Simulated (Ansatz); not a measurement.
# C2H5ClGeO: the cost of one run

Program: Ansatz 0.2.0. Level of theory: RHF/def2-SVP. These are calculated values, not measurements.

### 1 The structure to begin with

Bond lengths: C1–Ge2 1.917 Å, Ge2–Cl3 2.141 Å, Ge2–C4 1.946 Å, C4–O5 1.259 Å, C1–H6 1.183 Å, C1–H7 1.107 Å, C1–H8 1.048 Å, Ge2–H9 1.594 Å, C4–H10 1.008 Å. Angles (14 of 15 angles, heavy atoms first): C1–Ge2–Cl3 107.1°, C1–Ge2–C4 112.6°, Cl3–Ge2–C4 107.6°, Ge2–C4–O5 115.9°, C1–Ge2–H9 110.5°, Cl3–Ge2–H9 109.9°, C4–Ge2–H9 109.1°, Ge2–C1–H6 107.3°, Ge2–C1–H7 109.7°, Ge2–C1–H8 111.2°, Ge2–C4–H10 122.4°, O5–C4–H10 121.6°, H6–C1–H7 106.1°, H6–C1–H8 109.7°.

As a file:

```xyz
10

C    -1.0558   -1.0282   -0.2001
Ge    0.4606   -0.1132    0.5337
Cl    2.1599   -1.3851    0.2545
C     0.8301    1.5694   -0.3713
O    -0.1005    2.4172   -0.3585
H    -1.9905   -0.3140   -0.0770
H    -0.9169   -1.1664   -1.2899
H    -1.2337   -1.9314    0.3016
H     0.2437    0.1677    2.0878
H     1.6861    1.7329   -0.8779
```

### 2 Preparing the start

Contents of input.yaml:

```yaml
crystal:
  periodic: [false, false, false]
  atoms:
    - { symbol: C, position_ang: [-1.0558, -1.0282, -0.2001] }
    - { symbol: Ge, position_ang: [0.4606, -0.1132, 0.5337] }
    - { symbol: Cl, position_ang: [2.1599, -1.3851, 0.2545] }
    - { symbol: C, position_ang: [0.8301, 1.5694, -0.3713] }
    - { symbol: O, position_ang: [-0.1005, 2.4172, -0.3585] }
    - { symbol: H, position_ang: [-1.9905, -0.314, -0.077] }
    - { symbol: H, position_ang: [-0.9169, -1.1664, -1.2899] }
    - { symbol: H, position_ang: [-1.2337, -1.9314, 0.3016] }
    - { symbol: H, position_ang: [0.2437, 0.1677, 2.0878] }
    - { symbol: H, position_ang: [1.6861, 1.7329, -0.8779] }
basis:
  gaussian: { orbitals: def2-SVP }
hamiltonian:
  xc: hf
relax:
  f_tol: 0.02
  max_steps: 40
output:
  orbitals: {}
```

The run is started by

```
$ ansatz run input.yaml --threads 2 --pin off --max-ram 3072MiB --backend cpu --events-out ev --progress --plain --runs-dir out
```

What time and memory should one allow on 2 threads of Arm Neoverse N1, shared host?

About 81 s, with a peak of 0.28 GiB.
